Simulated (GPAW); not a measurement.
ErCuSi: equation of state with LDA

ErCuSi:

```
CELL_PARAMETERS angstrom
4.11342 0.00000 0.00000
-2.05671 3.56233 0.00000
0.00000 0.00000 3.68281
ATOMIC_POSITIONS crystal
Er 0.66667 0.33333 0.00000
Cu 0.00000 0.00000 0.50000
Si 0.33333 0.66667 0.50000
```

The cell comes from a database or a generator and needn't be the stable form of this composition.

| Quantity | Value |
| --- | --- |
| Program | GPAW 26.7.0 |
| Task | equation of state |
| Functional | LDA |
| Potentials or basis | the program's PAW data sets (release 1.2.1) made for this functional |
| Cutoff | 800 eV |
| Basis | pw |
| k mesh | 5 × 5 × 5 |
| Occupations | fermi-dirac, width 0.05 eV |
| Spin | collinear spin, ferromagnetic start |
| Starting moments | [3.0, 0.6, 0.0] μB |

| Quantity | Value |
| --- | --- |
| Equilibrium volume | 17.37 Å³/atom |
| Bulk modulus at fixed shape and positions | 100 GPa |
| Pressure derivative of the bulk modulus | 4.5 |

Energy against volume, from the lowest point:
```
volume (Å³/atom)  energy (meV/atom)
          16.909               3.82
          17.269               0.00
          17.629               0.99
          17.989               6.27
          18.348              15.40
          18.708              27.93
          19.068              43.52
```

It took 12 min on 1 thread of Arm Neoverse V2 (shared host), peak memory 0.49 GiB.

Caveat: with this Cu data set, volumes or pressures lay over 1.5 % or 2 GPa off other programs in two to four cells of ten; one-centre terms of the f shell are cut off; the magnetic or orbital state may not be the lowest; the cell was scaled at fixed shape and fractional positions, which overstates the stiffness of a crystal with free parameters, most of all of layers and chains; without U or exact exchange the open f shell lies at the Fermi level, which spoils levels, moments and volumes. The state reached can hang on the start; a lower one may exist.
